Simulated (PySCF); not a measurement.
Crystal: O2BH, in a box.

```
O B H
1.0
    12.00000    0.00000    0.00000
     0.00000   10.00000    0.00000
     0.00000    0.00000   11.00000
O B H
2 1 1
Direct
  0.38786 0.54595 0.55828
  0.58551 0.46340 0.52920
  0.48213 0.50680 0.54193
  0.61431 0.45825 0.44790
```

Base run:

| Property | Result |
| --- | --- |
| Program | PySCF 2.14.0 |
| Functional | PBE |
| Potentials or basis | 6-31g* (all-electron) |
| k mesh | 1 × 1 × 1 |
| Occupations | fixed |
| Spin | no spin polarisation |

Its results: gap between the frontier levels 7.08 eV.

Problem. The run is repeated on the same cell with these changes: functional from PBE to AM05. What comes out?

Solution. Gap between the frontier levels 7.22 eV.

Caveats: this is a molecule in a periodic box at the Γ point, so its band gap is the HOMO-LUMO gap; the basis of atomic orbitals isn't converged, which shifts pressures, moduli and gaps.

A k mesh can miss the band edges.

Not every run made on this cell is shown here.
